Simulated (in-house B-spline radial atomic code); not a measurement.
# Sr³⁺: a fraction of an electron removed from 4p

How does the BHandHLYP energy of Sr³⁺ change when part of an electron is removed from 4p?

The numbers are computed with in-house B-spline radial atomic code version 1 (scalar-relativistic (spin-free one-electron X2C) BHandHLYP, spin-polarised, spherical fractional occupations, Fermi nucleus, basis-set limit), except any that are marked as measured or tabulated.

## 1. Starting point

| Property | Result |
| --- | --- |
| element | strontium (Z = 38) |
| charge | +3 |
| electrons | 35 |
| configuration | [Ar] 3d10 4s2 4p5 |
| Hamiltonian | scalar-relativistic (X2C) |
| nucleus | Fermi, rms radius 4.224 fm |

The outer shells:

[Ar] 3d10 4s2 4p5
```
[Ar] core
3d [↑↓][↑↓][↑↓][↑↓][↑↓]
4s [↑↓]
4p [↑↓][↑↓][↑ ]
```

Where spins are not typed, each open shell is filled with up spins first.

## 2. The start, at fraction 0

Settings, as recorded:

```ini
Z = 38
electrons = 35.0
configuration = [Ar] 3d10 4s2 4p5
hamiltonian = x2c
method = bhandhlyp
spin_polarised = True
nucleus = fermi
rms_radius = 4.224
mass_number = 88
atomic_mass = 87.905612253
speed_of_light = 137.035999084
```

## 3. 0.2 electron removed from 4p

Changes to the settings of step 2:

```diff
@@ -1,4 +1,4 @@
 Z = 38
-electrons = 35.0
-configuration = [Ar] 3d10 4s2 4p5
+electrons = 34.8
+configuration = [Ar] 3d10 4s2 4p4.8
 hamiltonian = x2c
```

## 4. 0.36 electron removed from 4p

Changes to the settings of step 3:

```diff
@@ -1,4 +1,4 @@
 Z = 38
-electrons = 34.8
-configuration = [Ar] 3d10 4s2 4p4.8
+electrons = 34.64
+configuration = [Ar] 3d10 4s2 4p4.64
 hamiltonian = x2c
```

## 5. 0.48 electron removed from 4p

Changes to the settings of step 4:

```diff
@@ -1,4 +1,4 @@
 Z = 38
-electrons = 34.64
-configuration = [Ar] 3d10 4s2 4p4.64
+electrons = 34.519999999999996
+configuration = [Ar] 3d10 4s2 4p4.52
 hamiltonian = x2c
```

## 6. 0.5 electron removed from 4p

Changes to the settings of step 5:

```diff
@@ -1,4 +1,4 @@
 Z = 38
-electrons = 34.519999999999996
-configuration = [Ar] 3d10 4s2 4p4.52
+electrons = 34.5
+configuration = [Ar] 3d10 4s2 4p4.5
 hamiltonian = x2c
```

## 7. 0.52 electron removed from 4p

Changes to the settings of step 6:

```diff
@@ -1,4 +1,4 @@
 Z = 38
-electrons = 34.5
-configuration = [Ar] 3d10 4s2 4p4.5
+electrons = 34.480000000000004
+configuration = [Ar] 3d10 4s2 4p4.48
 hamiltonian = x2c
```

## 8. 0.64 electron removed from 4p

Changes to the settings of step 7:

```diff
@@ -1,4 +1,4 @@
 Z = 38
-electrons = 34.480000000000004
-configuration = [Ar] 3d10 4s2 4p4.48
+electrons = 34.36
+configuration = [Ar] 3d10 4s2 4p4.36
 hamiltonian = x2c
```

## 9. 0.84 electron removed from 4p

Changes to the settings of step 8:

```diff
@@ -1,4 +1,4 @@
 Z = 38
-electrons = 34.36
-configuration = [Ar] 3d10 4s2 4p4.36
+electrons = 34.16
+configuration = [Ar] 3d10 4s2 4p4.16
 hamiltonian = x2c
```

## 10. 0.95 electron removed from 4p

Changes to the settings of step 9:

```diff
@@ -1,4 +1,4 @@
 Z = 38
-electrons = 34.16
-configuration = [Ar] 3d10 4s2 4p4.16
+electrons = 34.05
+configuration = [Ar] 3d10 4s2 4p4.05
 hamiltonian = x2c
```

## 11. 1 electron removed from 4p

Changes to the settings of step 10:

```diff
@@ -1,4 +1,4 @@
 Z = 38
-electrons = 34.05
-configuration = [Ar] 3d10 4s2 4p4.05
+electrons = 34.0
+configuration = [Ar] 3d10 4s2 4p4
 hamiltonian = x2c
```

How does the energy change with the fraction, and which way and how far does it bend from the straight line between the ends?

As calculated:

| fraction | energy change (eV) | less the straight line (eV) | level 4p down (eV) | sum of <r²> (bohr²) |
| --- | --- | --- | --- | --- |
| 0 | 0.0000 | 0.0000 | -50.831 | 22.335 |
| 0.2 | 10.3845 | -0.8862 | -53.018 | 21.608 |
| 0.36 | 19.0083 | -1.2791 | -54.781 | 21.039 |
| 0.48 | 25.6618 | -1.3881 | -56.112 | 20.620 |
| 0.5 | 26.7863 | -1.3907 | -56.334 | 20.551 |
| 0.52 | 27.9152 | -1.3889 | -56.557 | 20.481 |
| 0.64 | 34.7822 | -1.2842 | -57.896 | 20.070 |
| 0.84 | 46.5859 | -0.7513 | -60.144 | 19.397 |
| 0.95 | 53.2702 | -0.2660 | -61.389 | 19.034 |
| 1 | 56.3539 | 0.0000 | -61.957 | 18.870 |

**Reading.** From fraction 0 to 1 the energy changes by 56.354 eV. It sags under the straight line by up to 1.39 eV (at 0.5); exact theory is straight between whole electron numbers, so this convex bend is an error (delocalisation) that favours fractional charges. Slater's transition state, the slope from the orbital energy at fraction 0.5 (Janak's theorem), gives 56.334 eV for the whole step. The tabulated ionisation energy is 56.28 ± 0.003 eV (semi-empirical; NIST Atomic Spectra Database), so the whole step is off by +0.07 eV, and minus the highest level at fraction 0 (50.831 eV) by -5.45 eV. Spin-orbit coupling is left out. Open shells are averaged (over orientations, and over spins where the run is restricted), while tables refer to the lowest levels. Here exact exchange is taken at spherical fractional occupations, which leaves self-interaction in open p, d and f shells; that spoils the energies somewhat, at whole numbers too.
